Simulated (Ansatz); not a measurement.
# AgF: one species, many methods

An exercise on one series of results from a longer session: the logs are not shown, and one member is left open.

Program: Ansatz 0.2.0, Gaussian basis. Level of theory: functionals in def2-TZVPP, the program's frozen cores in correlated methods. These are calculated values, not measurements.

The runs, in order: LDA (SPW92), PBE-D4, revPBE-D4, BLYP-D4, r2SCAN-D4, B97M-V, PBE0-D4, B3LYP-D4, r2SCANh-D4, r2SCAN0-D4, HSE06-D4, BHLYP-D4, CAM-B3LYP-D4, LC-ωPBE, ωB97X-V, ωB97M-V, B2PLYP, PBE-QIDH; CCSD(T)/def2-SVP; CCSD(T)/def2-TZVPP; CCSD(T)/def2-QZVPP; extrapolation to the limit; RPA on PBE.

## Structure used throughout

All runs share one geometry, relaxed beforehand with PBE0-D4 in a triple-zeta def2 set. Ag takes the def2 core potential; no spin-orbit term is included.

SMILES `[F][Ag]`, 2 atoms, charge 0, spin multiplicity 1.

Atoms are counted from 1 here; the program's logs count them from 0.

Bond lengths: F1–Ag2 1.986 Å.

The first run:

Input file in.yaml:

```yaml
crystal:
  periodic: [false, false, false]
  atoms:
    - {symbol: F, position_ang: [0.859954, -0.334270, 0.425576]}
    - {symbol: Ag, position_ang: [-0.830454, 0.274070, -0.421476]}
basis:
  gaussian: {orbitals: def2-TZVPP}
hamiltonian: {xc: lda}
output: {orbitals: {seedname: orbitals}}
```

Among the steps run: LDA; PBE-D4 (GGA); revPBE-D4 (GGA); BLYP-D4 (GGA); r2SCAN-D4 (meta-GGA); B97M-V (meta-GGA); PBE0-D4 (hybrid); B3LYP-D4 (hybrid); r2SCANh-D4 (hybrid); r2SCAN0-D4 (hybrid); HSE06-D4 (hybrid); BHLYP-D4 (hybrid); CAM-B3LYP-D4 (range-separated); LC-ωPBE-D4 (range-separated; the results give it without D4); ωB97X-V (range-separated); ωB97M-V (range-separated); B2PLYP (double hybrid); PBE-QIDH (double hybrid).

One table of the session follows, with a row left open; its other results are not shown here.

It belongs to the step «Frontier levels by functional». 

```
  functional  HOMO (eV)  LUMO (eV)  gap (eV)
 LDA (SPW92)      -6.85      -4.48      2.37
      PBE-D4      -6.54      -4.16      2.38
   revPBE-D4      -6.42      -4.03      2.39
     BLYP-D4      -6.54      -4.25      2.30
   r2SCAN-D4      -6.75      -3.84      2.91
      B97M-V      -6.77      -4.00      2.78
     PBE0-D4      -7.97      -3.19      4.78
    B3LYP-D4      -7.85      -3.64      4.21
  r2SCANh-D4      -7.30      -3.50      3.80
  r2SCAN0-D4      -8.11      -3.01      5.10
    HSE06-D4      -7.56      -3.56      4.00
    BHLYP-D4      -9.39      -2.49      6.89
CAM-B3LYP-D4      -9.48      -2.40      7.09
     LC-ωPBE     -10.63      -1.01      9.63
     ωB97X-V          ?          ?         ?
     ωB97M-V     -10.34      -1.48      8.86
```

**Question.** Estimate the row for ωB97X-V.

The run gave: HOMO (eV): -10.34; LUMO (eV): -1.17; gap (eV): 9.17.
